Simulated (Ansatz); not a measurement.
**C2H3BClFS: a ladder of functionals and wavefunction methods**

Aim: compute C2H3BClFS with functionals from several rungs and with coupled cluster, and see how far each lands from CCSD(T) at the basis-set limit for the atomisation energy.

Computed with Ansatz 0.2.0, Gaussian basis. Level: functionals in def2-TZVPP, the program's frozen cores in correlated methods.

The runs, in order: PBE-D4, r2SCAN-D4, PBE0-D4, B3LYP-D4, ωB97X-V, ωB97M-V, B2PLYP; CCSD(T)/def2-TZVPP; MP2/def2-QZVPP; extrapolation to the limit.

### 1 The relaxed structure

All runs share one geometry, relaxed beforehand with PBE0-D4 in a triple-zeta def2 set.

SMILES `FC1(Cl)CB1S`, 9 atoms, charge 0, spin multiplicity 1.

Atoms are counted from 1 here; the program's logs count them from 0.

Bond lengths: F1–C2 1.355 Å, C2–Cl3 1.753 Å, C2–C4 1.511 Å, C2–B5 1.539 Å, C4–B5 1.541 Å, C4–H7 1.085 Å, C4–H8 1.090 Å, B5–S6 1.741 Å, S6–H9 1.347 Å. Angles: F1–C2–Cl3 111.5°, F1–C2–C4 117.5°, F1–C2–B5 123.4°, Cl3–C2–C4 116.8°, Cl3–C2–B5 118.1°, C4–C2–B5 60.7°, C2–C4–B5 60.6°, C2–C4–H7 119.0°, C2–C4–H8 113.6°, B5–C4–H7 123.9°, B5–C4–H8 115.4°, H7–C4–H8 113.8°, C2–B5–C4 58.8°, C2–B5–S6 153.0°, C4–B5–S6 148.2°, B5–S6–H9 97.8°.

As a file:

```
F     0.9417   -1.1911    1.3330
C     0.7671   -0.3712    0.2679
Cl    2.2908    0.2965   -0.2855
C    -0.2104   -0.8113   -0.7969
B    -0.5127    0.4511    0.0335
S    -1.5963    1.7684    0.3818
H     0.0998   -0.7927   -1.8367
H    -0.7813   -1.6986   -0.5243
H    -0.9103    2.3025    1.4101
```

### 2 PBE-D4 (GGA)

Contents of in.yaml:

```yaml
crystal:
  periodic: [false, false, false]
  atoms:
    - {symbol: F, position_ang: [0.941703, -1.191058, 1.332974]}
    - {symbol: C, position_ang: [0.767084, -0.371223, 0.267883]}
    - {symbol: Cl, position_ang: [2.290777, 0.296515, -0.285496]}
    - {symbol: C, position_ang: [-0.210384, -0.811270, -0.796944]}
    - {symbol: B, position_ang: [-0.512663, 0.451130, 0.033474]}
    - {symbol: S, position_ang: [-1.596273, 1.768433, 0.381840]}
    - {symbol: H, position_ang: [0.099755, -0.792651, -1.836722]}
    - {symbol: H, position_ang: [-0.781265, -1.698552, -0.524349]}
    - {symbol: H, position_ang: [-0.910335, 2.302474, 1.410143]}
basis:
  gaussian: {orbitals: def2-TZVPP}
hamiltonian: {xc: pbe, dispersion: d4}
output: {forces: true, orbitals: {seedname: orbitals}}
```

Launch:

```
$ ansatz run in.yaml --threads 4 --pin off --events-out ev --progress --plain --max-ram 10444MiB
```

The runs that follow: r2SCAN-D4 (meta-GGA); PBE0-D4 (hybrid); B3LYP-D4 (hybrid); ωB97X-V (range-separated); ωB97M-V (range-separated); B2PLYP (double hybrid); CCSD(T) in def2-TZVPP; MP2 in def2-QZVPP.

**Question.** What will the summary of the whole plan be? Wanted: atomisation energy, CCSD(T)/CBS; farthest; mean size of error, hybrid; mean size of error, range-separated; gap, smallest and largest; T1 diagnostic; triples share of the correlation energy.

As calculated:

| quantity | value |
| --- | --- |
| atomisation energy, CCSD(T)/CBS | 796.8 kcal/mol |
| functionals within 4.0 kcal/mol (0.5 %) | B3LYP-D4 |
| farthest | PBE-D4 (+42.2 kcal/mol) |
| mean size of error, hybrid | 11.4 kcal/mol |
| mean size of error, range-separated | 11.0 kcal/mol |
| gap, smallest and largest | 3.37 eV (PBE-D4), 10.24 eV (ωB97X-V) |
| T1 diagnostic | 0.0131 |
| triples share of the correlation energy | 4.2 % |

PBE-D4 misses by +42.2 kcal/mol. Double hybrids carry the basis error of their MP2 part in triple zeta, and no dispersion term here, so their miss is partly the set-up's. The reference freezes the cores and leaves out relativity and excitations past (T), so misses under about 4.0 kcal/mol can't be ranked. Hartree-Fock recovers 71 % of the binding; the rest is correlation. Orbital gaps span 3.4 to 10.2 eV; exact exchange widens them.
